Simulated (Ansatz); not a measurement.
ClH3SSi, SMILES S[SiH2]Cl, the interaction energy of a dimer with the counterpoise correction

Computed with the Python package of Ansatz (0.2.0).

Interactive session:
```pycon
>>> import ansatz as az
>>> FIRST = [
...     ('S', (-1.0977, -1.2436, -0.2746)),
...     ('Si', (0.4908, 0.097, 0.2755)),
...     ('Cl', (-0.2011, 1.9817, 0.4113)),
...     ('H', (-1.635, -0.4812, -1.2166)),
...     ('H', (1.5115, 0.0461, -0.759)),
...     ('H', (0.9315, -0.4, 1.5634)),
... ]
>>> SECOND = [
...     ('S', (1.5487, -1.3725, 4.5823)),
...     ('Si', (-0.2041, -0.1278, 4.5449)),
...     ('Cl', (-1.8565, -1.2544, 4.3224)),
...     ('H', (1.2071, -2.1646, 3.5757)),
...     ('H', (-0.0984, 0.7777, 3.4119)),
...     ('H', (-0.1842, 0.5354, 5.8333)),
... ]
>>> def energy(atoms, ghosts=()):
...     molecule = az.Crystal.molecule()
...     for symbol, xyz in atoms:
...         molecule = molecule.atom(symbol, xyz)
...     calc = (
...         molecule.calculation()
...         .basis(gaussian='def2-SVP')
...         .functional('hf')
...     )
...     deck = calc.input()
...     if ghosts:
...         deck = deck.set(az.key.basis.gaussian.ghost_atoms, [{'symbol': s, 'position_ang': list(xyz)} for s, xyz in ghosts])
...     return az.Session.from_dict(deck).plan().execute().report['free_energy_ev']
...
>>> # monomers in their own basis and in the basis of the dimer
>>> both = energy(FIRST + SECOND)
>>> alone = energy(FIRST) + energy(SECOND)
>>> ghosted = energy(FIRST, SECOND) + energy(SECOND, FIRST)
>>> print(f'dimer {both:.6f} eV')
dimer -62445.840602 eV
>>> print(f'interaction, uncorrected   {23.060548 * (both - alone):8.3f} kcal/mol')
interaction, uncorrected      0.946 kcal/mol
>>> print(f'interaction, counterpoise  {23.060548 * (both - ghosted):8.3f} kcal/mol')
interaction, counterpoise     2.240 kcal/mol
>>> print(f'basis-set superposition    {23.060548 * (alone - ghosted):8.3f} kcal/mol')
basis-set superposition       1.294 kcal/mol
```

Uncorrected it is 0.946 kcal/mol, with the counterpoise correction 2.240 kcal/mol; the difference, 1.294 kcal/mol, is the superposition error. In this basis both values are repulsive.

Reading the output:
- Total energies depend on the basis set; only differences at equal settings carry meaning.
- The dimer is a generated trial pose of unrelaxed monomers, not a minimum, so the figure is no binding energy, and the basis set is small.
- Hartree-Fock leaves correlation out, so bond, atomisation and ionisation energies come out well too low.
- This level lacks the dispersion part of the attraction (electrostatics and induction are there), which can decide the sign where the interaction is weak.
- Hardware and time: 7.8 s on 1 thread of Arm Neoverse V1, on a shared host, peak memory 0.4 GiB.
